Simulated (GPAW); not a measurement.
# Mg3GaO4 (Pm-3m) in GPAW: notebook, part 2 of 2

GPAW 26.7.0. The steps go on from the part before.

### Step 4. Equation of state, PBE

The input, run.py:

```python
from ase import Atoms
from ase.eos import EquationOfState
from ase.io import Trajectory
from ase.units import GPa
from gpaw import GPAW, PW

atoms = Atoms(['Ga', 'Mg', 'Mg', 'Mg', 'O', 'O', 'O', 'O'],
              cell=[[4.363491, 0.0, 0.0],
                    [0.0, 4.363491, 0.0],
                    [0.0, 0.0, 4.363491]],
              scaled_positions=[[0.0, 0.0, 0.0],
                                [0.5, 0.5, 0.0],
                                [0.5, 0.0, 0.5],
                                [0.0, 0.5, 0.5],
                                [0.0, 0.5, 0.0],
                                [0.0, 0.0, 0.5],
                                [0.5, 0.5, 0.5],
                                [0.5, 0.0, 0.0]],
              pbc=True)

traj = Trajectory('eos.traj', 'w')
volumes, energies = [], []
for x in [0.94, 0.96, 0.98, 1.0, 1.02, 1.04, 1.06]:
    a = atoms.copy()
    a.set_cell(atoms.cell * x**(1 / 3), scale_atoms=True)
    calc = GPAW(mode=PW(800),
                xc='PBE',
                kpts={'size': (5, 5, 5), 'gamma': True},
                occupations={'name': 'fermi-dirac', 'width': 0.05},
                nbands=48,
                convergence={'density': 1e-05, 'energy': 1e-05},
                maxiter=150,
                txt=f'eos-{x:.2f}.txt')
    a.calc = calc
    energies.append(a.get_potential_energy(force_consistent=True))
    volumes.append(a.get_volume())
    p = -a.get_stress()[:3].mean() / GPa
    calc.write(f'eos-{x:.2f}.gpw')
    traj.write(a)
    print(f'{x:.2f} {volumes[-1]:10.4f} A^3 {energies[-1]:14.6f} eV {p:9.3f} GPa', flush=True)

v0, e0, B = EquationOfState(volumes, energies, eos='birchmurnaghan').fit()
print(f'V0 = {v0:.4f} A^3, E0 = {e0:.6f} eV, B0 = {B / GPa:.2f} GPa')
```

Potentials or basis: GPAW PAW data sets (gpaw-data 1.2.1), pw.

Run with:

```sh
$ OMP_NUM_THREADS=1 python run.py
```

The log of the run:

```text
__  _  _
 | _ |_)|_||  |
 |__||  | ||/\| - 26.7.0

Input parameters:
  mode=PW(ecut=800.0),
  convergence={'density': 1e-05, 'energy': 1e-05},
  kpts=MonkhorstPack(size=(5, 5, 5), gamma=True),
  maxiter=150,
  nbands=48,
  occupations=Occupations(name='fermi-dirac', width=0.05),
  xc=XC(name='PBE')

Diagonalizing LCAO Hamiltonian
Converting LCAO to pw mode
    .----------.
   /|          |
  / |          |
 *  |          |
 |Mg|   O      |
 |  .----------.
 O /   Mg     /
 |/     Mg   /
 Ga----O----*

Atoms  # Å, Bohr magnetons
|   | symbol |        x |        y |        z |    initial magnetic moments |
|---|--------|----------|----------|----------|-----------------------------|
| 0 |     Ga | 0.000000 | 0.000000 | 0.000000 | ( 0.0000,  0.0000,  0.0000) |
| 1 |     Mg | 2.137208 | 2.137208 | 0.000000 | ( 0.0000,  0.0000,  0.0000) |
| 2 |     Mg | 2.137208 | 0.000000 | 2.137208 | ( 0.0000,  0.0000,  0.0000) |
| 3 |     Mg | 0.000000 | 2.137208 | 2.137208 | ( 0.0000,  0.0000,  0.0000) |
| 4 |      O | 0.000000 | 2.137208 | 0.000000 | ( 0.0000,  0.0000,  0.0000) |
| 5 |      O | 0.000000 | 0.000000 | 2.137208 | ( 0.0000,  0.0000,  0.0000) |
| 6 |      O | 2.137208 | 2.137208 | 2.137208 | ( 0.0000,  0.0000,  0.0000) |
| 7 |      O | 2.137208 | 0.000000 | 0.000000 | ( 0.0000,  0.0000,  0.0000) |

Unit cell  # Å
| periodic |        x |        y |        z |  lengths |    angles |
|----------|----------|----------|----------|----------|-----------|
|      yes | 4.274415 | 0.000000 | 0.000000 | 4.274415 | 90.000000 |
|      yes | 0.000000 | 4.274415 | 0.000000 | 4.274415 | 90.000000 |
|      yes | 0.000000 | 0.000000 | 4.274415 | 4.274415 | 90.000000 |

Number of symmetries: 48
Symmetry operations  # r_c * U_cc + t_c -> r_c
|    | kind |            matrix            |
|----|------|------------------------------|
|  0 |  E   |  1, 0, 0,  0, 1, 0,  0, 0, 1 |
|  1 |  σ   |  1, 0, 0,  0, 1, 0,  0, 0,-1 |
|  2 |  σ   |  1, 0, 0,  0, 0, 1,  0, 1, 0 |
|  3 |  C4  |  1, 0, 0,  0, 0, 1,  0,-1, 0 |
|  4 |  C4  |  1, 0, 0,  0, 0,-1,  0, 1, 0 |
|  5 |  σ   |  1, 0, 0,  0, 0,-1,  0,-1, 0 |
|  6 |  σ   |  1, 0, 0,  0,-1, 0,  0, 0, 1 |
|  7 |  C2  |  1, 0, 0,  0,-1, 0,  0, 0,-1 |
|  8 |  σ   |  0, 1, 0,  1, 0, 0,  0, 0, 1 |
|  9 |  C2  |  0, 1, 0,  1, 0, 0,  0, 0,-1 |
| 10 |  C3  |  0, 1, 0,  0, 0, 1,  1, 0, 0 |
| 11 |  S6  |  0, 1, 0,  0, 0, 1, -1, 0, 0 |
| 12 |  S6  |  0, 1, 0,  0, 0,-1,  1, 0, 0 |
| 13 |  C3  |  0, 1, 0,  0, 0,-1, -1, 0, 0 |
| 14 |  C4  |  0, 1, 0, -1, 0, 0,  0, 0, 1 |
| 15 |  S4  |  0, 1, 0, -1, 0, 0,  0, 0,-1 |
| 16 |  C3  |  0, 0, 1,  1, 0, 0,  0, 1, 0 |
| 17 |  S6  |  0, 0, 1,  1, 0, 0,  0,-1, 0 |
| 18 |  σ   |  0, 0, 1,  0, 1, 0,  1, 0, 0 |
| 19 |  C4  |  0, 0, 1,  0, 1, 0, -1, 0, 0 |
| 20 |  C2  |  0, 0, 1,  0,-1, 0,  1, 0, 0 |
| 21 |  S4  |  0, 0, 1,  0,-1, 0, -1, 0, 0 |
| 22 |  S6  |  0, 0, 1, -1, 0, 0,  0, 1, 0 |
| 23 |  C3  |  0, 0, 1, -1, 0, 0,  0,-1, 0 |
| 24 |  S6  |  0, 0,-1,  1, 0, 0,  0, 1, 0 |
| 25 |  C3  |  0, 0,-1,  1, 0, 0,  0,-1, 0 |
| 26 |  C4  |  0, 0,-1,  0, 1, 0,  1, 0, 0 |
| 27 |  σ   |  0, 0,-1,  0, 1, 0, -1, 0, 0 |
| 28 |  S4  |  0, 0,-1,  0,-1, 0,  1, 0, 0 |
| 29 |  C2  |  0, 0,-1,  0,-1, 0, -1, 0, 0 |
| 30 |  C3  |  0, 0,-1, -1, 0, 0,  0, 1, 0 |
| 31 |  S6  |  0, 0,-1, -1, 0, 0,  0,-1, 0 |
| 32 |  C4  |  0,-1, 0,  1, 0, 0,  0, 0, 1 |
| 33 |  S4  |  0,-1, 0,  1, 0, 0,  0, 0,-1 |
| 34 |  S6  |  0,-1, 0,  0, 0, 1,  1, 0, 0 |
| 35 |  C3  |  0,-1, 0,  0, 0, 1, -1, 0, 0 |
| 36 |  C3  |  0,-1, 0,  0, 0,-1,  1, 0, 0 |
| 37 |  S6  |  0,-1, 0,  0, 0,-1, -1, 0, 0 |
| 38 |  σ   |  0,-1, 0, -1, 0, 0,  0, 0, 1 |
| 39 |  C2  |  0,-1, 0, -1, 0, 0,  0, 0,-1 |
| 40 |  σ   | -1, 0, 0,  0, 1, 0,  0, 0, 1 |
| 41 |  C2  | -1, 0, 0,  0, 1, 0,  0, 0,-1 |
| 42 |  C2  | -1, 0, 0,  0, 0, 1,  0, 1, 0 |
| 43 |  S4  | -1, 0, 0,  0, 0, 1,  0,-1, 0 |
| 44 |  S4  | -1, 0, 0,  0, 0,-1,  0, 1, 0 |
| 45 |  C2  | -1, 0, 0,  0, 0,-1,  0,-1, 0 |
| 46 |  C2  | -1, 0, 0,  0,-1, 0,  0, 0, 1 |
| 47 |  i   | -1, 0, 0,  0,-1, 0,  0, 0,-1 |

BZ-sampling:
  Number of BZ points: 125
  Number of IBZ points: 10

  Monkhorst-Pack size: [5, 5, 5]
  Monkhorst-Pack shift: [0, 0, 0]

K-points  # in reciprocal-cell coordinates
|   |                                coordinates |     weight |
|---|--------------------------------------------|------------|
| 0 | (  0.00000000,   0.00000000,   0.00000000) | 0.00800000 |
| 1 | (  0.20000000,   0.00000000,   0.00000000) | 0.04800000 |
| 2 | (  0.20000000,   0.20000000,   0.00000000) | 0.09600000 |
| 3 | (  0.20000000,   0.20000000,   0.20000000) | 0.06400000 |
| 4 | (  0.40000000,   0.00000000,   0.00000000) | 0.04800000 |
| 5 | (  0.40000000,   0.20000000,   0.00000000) | 0.19200000 |
| 6 | (  0.40000000,   0.20000000,   0.20000000) | 0.19200000 |
| 7 | (  0.40000000,   0.40000000,   0.00000000) | 0.09600000 |
| 8 | (  0.40000000,   0.40000000,   0.20000000) | 0.19200000 |
| 9 | (  0.40000000,   0.40000000,   0.40000000) | 0.06400000 |

Plane wave coefficients: 4036
Cutoff: 800.0 eV

Spin-components: 1 (collinear spins)
Bands:           48
Projectors:      40
Spin-degeneracy: 2
Datatype:        complex128

Parallelization:
  kpt:    1
  domain: 1
  band:   1

Density:
  Valence electrons: 57.0
  Components: 1
  Grid points: [28 28 28]
  Charge: 0.0  # |e|

Potential:
  Grid points: [28 28 28]

species:
  Ga:
    name:    Gallium
    Z:       31.0
    valence: 3
    core:    28
    charge:  0.0  # [|e|]
    compensation charges:
      type: gauss
      rc: 0.37  # [Å]
      lmax: 2
    cutoffs:
      filter: 2.06  # [Å]
      core: 4.17  # [Å]
    projectors
    | kind |    occ | energy [eV] | rcut [Å] |
    |------|--------|-------------|----------|
    |   4s |  2.000 |      -8.945 |    1.164 |
    |   4p |  1.000 |      -2.580 |    1.164 |
    |    s |        |      18.266 |    1.164 |
    |    p |        |      24.631 |    1.164 |
    |    d |        |       0.000 |    1.164 |

    Using partial waves for Ga as LCAO basis

  Mg:
    name:    Magnesium
    Z:       12.0
    valence: 10
    core:    2
    charge:  0.0  # [|e|]
    compensation charges:
      type: gauss
      rc: 0.33  # [Å]
      lmax: 2
    cutoffs:
      filter: 1.86  # [Å]
      core: 0.54  # [Å]
    projectors
    | kind |    occ | energy [eV] | rcut [Å] |
    |------|--------|-------------|----------|
    |   2s |  2.000 |     -79.840 |    1.090 |
    |   3s |  2.000 |      -4.705 |    1.090 |
    |   2p |  6.000 |     -46.613 |    1.085 |
    |   3p |  0.000 |      -1.330 |    1.085 |
    |    d |        |       0.000 |    1.037 |

    Using partial waves for Mg as LCAO basis

  O:
    name:    Oxygen
    Z:       8.0
    valence: 6
    core:    2
    charge:  0.0  # [|e|]
    compensation charges:
      type: gauss
      rc: 0.21  # [Å]
      lmax: 2
    cutoffs:
      filter: 1.17  # [Å]
      core: 0.83  # [Å]
    projectors
    | kind |    occ | energy [eV] | rcut [Å] |
    |------|--------|-------------|----------|
    |   2s |  2.000 |     -23.961 |    0.688 |
    |   2p |  4.000 |      -9.029 |    0.598 |
    |    s |        |       3.251 |    0.688 |
    |    p |        |      18.182 |    0.598 |
    |    d |        |       0.000 |    0.619 |

    Using partial waves for O as LCAO basis

Reference energy: -77397.015400  # eV

eigensolver:
  PPCG
  Converge bands: occupied
  niter=2

density mixing:
  MSR1-Mixer
  Pratt-step length: 0.05
  Maximum mixing coefficient: 0.75
  Old densities: 10
  SVD Regularization: 0.005
  Good broyden scale: 1.0
  Trust region scale: 1.0
  Backstep threshold: 4.0
  History deletion threshold: 6.0
  Fourier metric: weight=20.0, sigma=0.015

occupation numbers:
  Fermi-Dirac:
    width: 0.0500  # eV

poisson solver:
  ecut: 6400.0  # eV

xc functional:
  name: PBE with 2 nearest neighbor stencil

convergence criteria:
- Maximum integral of absolute [dens]ity change: 1e-05 electrons / valence electron
- Maximum [total energy] change in last 3 cyles: 1e-05 eV / valence electron
- Maximum integral of absolute [eigenst]ate change: 4e-08 eV^2 / valence electron
maximum number of iterations: 150

SCF iterations
|iter     | |      energy | eigst |  dens |
|---------|-|-------------|-------|-------|
|iter:   1| |  -51.298868 | +0.47 |       |
|iter:   2| |  -49.879284 | -1.27 | -0.93 |
|iter:   3| |  -46.136607 | -1.11 | -0.99 |
|iter:   4| |  -46.110545 | -2.36 | -1.53 |
|iter:   5| |  -46.130247 | -2.58 | -1.79 |
|iter:   6| |  -46.129615 | -4.15 | -2.62 |
|iter:   7| |  -46.129782 | -5.78 | -3.06 |
|iter:   8| |  -46.129832c| -6.15 | -3.40 |
|iter:   9| |  -46.129832c| -7.67c| -4.39 |
|iter:  10| |  -46.129832c| -7.82c| -5.11c|

Converged in 10 steps
Energy contributions relative to reference atoms: (reference = -77397.015400)

Energy contributions:
  Kinetic:          69.637684
  Coulomb:         -60.193414
  Zero:              0.828521
  External:          0.000000
  Xc:              -56.396366
  Entropy:          -0.012517
  Spinorbit:         0.000000
  ----------------------------
  Free energy:     -46.136091
  Extrapolated:    -46.129832

dipole moment: (-41.084846, -41.084846, -41.084846)  # |e|*Ang

Fermi level: 9.865
Eigenvalues  # (at kpt = [0.000, 0.000, 0.000])
| band index |      eig [eV] | occ [0-2] |
|------------|---------------|-----------|
|          0 |       -67.613 |     2.000 |
|        ... |               |           |
|         21 |         3.273 |     2.000 |
|         22 |         3.568 |     2.000 |
|         23 |         3.568 |     2.000 |
|         24 |         3.568 |     2.000 |
|         25 |         4.829 |     2.000 |
|         26 |         4.829 |     2.000 |
[... 8 lines left out ...]
|         35 |        16.815 |     0.000 |
|         36 |        16.815 |     0.000 |
|        ... |               |           |
|         47 |        24.068 |     0.000 |

No gap
No difference between direct/indirect transitions

Stress tensor  # eV/Ang^3
|         x |         y |         z |
|-----------|-----------|-----------|
| -0.064257 |  0.000000 |  0.000000 |
|  0.000000 | -0.064257 |  0.000000 |
|  0.000000 |  0.000000 | -0.064257 |

# Writing to eos-0.94.gpw (mode='')
```

Run time: 4.4 min. Hardware: 1 thread of Arm Neoverse V2, shared host; peak memory 0.38 GiB.

What came out:

| Property | Result |
| --- | --- |
| Equilibrium volume | 10.38 Å³/atom |
| Bulk modulus | 147 GPa |
| Pressure derivative of the bulk modulus | 4.3 |

Energy against volume, from the lowest point:
```csv
volume (Å³/atom),energy (meV/atom)
9.762,19.20
9.970,8.24
10.177,1.99
10.385,0.00
10.593,1.87
10.801,7.16
11.008,15.53
```

Caveat: the data sets keep Ga 3d, Li 1s and Be 1s frozen, and some such compounds lay over 1.5 % in volume off other programs.

### Step 5. Single point, TB-mBJ

The input, run.py:

```python
from ase import Atoms
from ase.dft.bandgap import bandgap
from ase.io import write
from gpaw import GPAW, PW

atoms = Atoms(['Ga', 'Mg', 'Mg', 'Mg', 'O', 'O', 'O', 'O'],
              cell=[[4.363491, 0.0, 0.0],
                    [0.0, 4.363491, 0.0],
                    [0.0, 0.0, 4.363491]],
              scaled_positions=[[0.0, 0.0, 0.0],
                                [0.5, 0.5, 0.0],
                                [0.5, 0.0, 0.5],
                                [0.0, 0.5, 0.5],
                                [0.0, 0.5, 0.0],
                                [0.0, 0.0, 0.5],
                                [0.5, 0.5, 0.5],
                                [0.5, 0.0, 0.0]],
              pbc=True)

calc = GPAW(mode=PW(800),
            xc='TB09',
            kpts={'size': (6, 6, 6), 'gamma': True},
            occupations={'name': 'fermi-dirac', 'width': 0.05},
            nbands=48,
            convergence={'density': 1e-05, 'energy': 1e-05},
            eigensolver='cg',
            maxiter=150,
            txt='gpaw.txt')
atoms.calc = calc
energy = atoms.get_potential_energy()
calc.write('gs.gpw')
write('result.traj', atoms)
print('Fermi level:', round(calc.get_fermi_level(), 4), 'eV')
print(f'Gap: {bandgap(calc)[0]:.4f} eV, direct: {bandgap(calc, direct=True)[0]:.4f} eV')
```

Potentials or basis: GPAW PAW data sets for LDA (gpaw-data 1.2.1), pw.

Run with:

```sh
$ OMP_NUM_THREADS=1 python run.py
```

gpaw.txt:

```text
___ ___ ___ _ _ _
 |   |   |_  | | | |
 | | | | | . | | | |
 |__ |  _|___|_____|  26.7.0
 |___|_|

Input parameters:
  convergence: {density: 1e-05,
                energy: 1e-05}
  eigensolver: cg
  kpts: {gamma: True,
         size: (6, 6, 6)}
  maxiter: 150
  mode: {ecut: 800.0,
         name: pw}
  nbands: 48
  occupations: {name: fermi-dirac,
                width: 0.05}
  xc: TB09

System changes: positions, numbers, cell, pbc, initial_charges, initial_magmoms

Initialize ...

species:
  Ga:
    name:    Gallium
    Z:       31.0
    valence: 3
    core:    28
    charge:  0.0  # [|e|]
    compensation charges:
      type: gauss
      rc: 0.37  # [Å]
      lmax: 2
    cutoffs:
      filter: 2.06  # [Å]
      core: 4.17  # [Å]
    projectors
    | kind |    occ | energy [eV] | rcut [Å] |
    |------|--------|-------------|----------|
    |   4s |  2.000 |      -9.167 |    1.164 |
    |   4p |  1.000 |      -2.734 |    1.164 |
    |    s |        |      18.045 |    1.164 |
    |    p |        |      24.478 |    1.164 |
    |    d |        |       0.000 |    1.164 |

    Using partial waves for Ga as LCAO basis

  Mg:
    name:    Magnesium
    Z:       12.0
    valence: 10
    core:    2
    charge:  0.0  # [|e|]
    compensation charges:
      type: gauss
[... 158 lines left out ...]
 |  .----------.
 O /  Mg      /
 |/     Mg   /
 Ga---O-----*

Atomic positions and initial magnetic moments

Positions:
   0 Ga     0.000000    0.000000    0.000000    ( 0.0000,  0.0000,  0.0000)
   1 Mg     2.181745    2.181745    0.000000    ( 0.0000,  0.0000,  0.0000)
   2 Mg     2.181745    0.000000    2.181745    ( 0.0000,  0.0000,  0.0000)
   3 Mg     0.000000    2.181745    2.181745    ( 0.0000,  0.0000,  0.0000)
   4 O      0.000000    2.181745    0.000000    ( 0.0000,  0.0000,  0.0000)
   5 O      0.000000    0.000000    2.181745    ( 0.0000,  0.0000,  0.0000)
   6 O      2.181745    2.181745    2.181745    ( 0.0000,  0.0000,  0.0000)
   7 O      2.181745    0.000000    0.000000    ( 0.0000,  0.0000,  0.0000)

Unit cell:
           periodic     x           y           z      points  spacing
  1. axis:    yes    4.363491    0.000000    0.000000    30     0.1454
  2. axis:    yes    0.000000    4.363491    0.000000    30     0.1454
  3. axis:    yes    0.000000    0.000000    4.363491    30     0.1454

  Lengths:   4.363491   4.363491   4.363491
  Angles:   90.000000  90.000000  90.000000

Effective grid spacing dv^(1/3) = 0.1454

iter:   1  4049.831764
iter:   2  4074.187601   +1.66  -0.82
iter:   3  4072.067776   +0.74  -1.09
iter:   4  4083.027851   -0.04  -1.02
iter:   5  4093.507592   -0.32  -1.23
iter:   6  4107.790718   -0.37  -1.43
iter:   7  4103.412289   -0.80  -1.59
iter:   8  4106.664482   -1.05  -1.88
iter:   9  4102.549349   -1.39  -1.97
iter:  10  4103.454774   -1.16  -1.96
iter:  11  4102.172179   -1.96  -2.43
[... 15 lines left out ...]
iter:  27  4107.438265   -4.58  -3.19
iter:  28  4107.507985   -4.37  -3.59
iter:  29  4107.671688   -4.43  -3.54
iter:  30  4107.619071   -4.58  -3.99
iter:  31  4107.626199   -4.72  -3.91
iter:  32  4107.646118   -5.16  -4.32
iter:  33  4107.683000   -5.60  -4.22
iter:  34  4107.693288   -5.67  -4.44
iter:  35  4107.686738   -6.28  -4.90
iter:  36  4107.682683   -6.99  -4.79
iter:  37  4107.683582   -7.28  -5.28c
iter:  38  4107.681496   -8.00c -5.20c
iter:  39  4107.679885   -7.65c -5.40c
iter:  40  4107.677372   -7.82c -5.47c
iter:  41  4107.679508   -8.13c -5.69c
iter:  42  4107.678704   -8.10c -5.61c
iter:  43  4107.679767   -8.65c -6.24c
iter:  44  4107.679067   -8.79c -6.16c
iter:  45  4107.679185   -8.84c -6.08c
iter:  46  4107.678693c  -9.40c -6.00c

Converged after 46 iterations.

Dipole moment: (0.000000, 0.000000, 0.000000) |e|*Ang

Energy contributions relative to reference atoms: (reference = -77201.378426)

Kinetic:        +90.215518
Potential:      -66.390588
External:        +0.000000
XC:            +4085.018608
Entropy (-ST):   -0.010679
Local:           -1.159504
SIC:             +0.000000
--------------------------
Free energy:   +4107.673354
Extrapolated:  +4107.678693

Showing only first 2 kpts
 Kpt  Band  Eigenvalues  Occupancy
  0    26      4.74762    2.00000
  0    27      4.74762    2.00000
  0    28      7.15298    2.00000
  0    29     12.39157    0.00000

  1    26      4.66472    2.00000
  1    27      4.66472    2.00000
  1    28      7.92477    2.00000
  1    29     12.75827    0.00000

Fermi level: 10.69412

No gap
No difference between direct/indirect transitions
Writing to gs.gpw (mode='')
```

stdout:

```text
Fermi level: 10.6941 eV
Gap: 0.0000 eV, direct: 0.0000 eV
```

Wall time 6.7 min (1 thread of Arm Neoverse V2, shared host); peak memory 0.39 GiB.

Results:

| Property | Result |
| --- | --- |
| Band gap on the k mesh | none (metal or under the smearing width) |

Caveat: a model potential gives levels but no total energy; the PAW data sets were made with another functional, which shifts forces and pressure a little; an odd number of electrons without spin polarisation forces a metal; a magnetic or distorted state may lie lower.
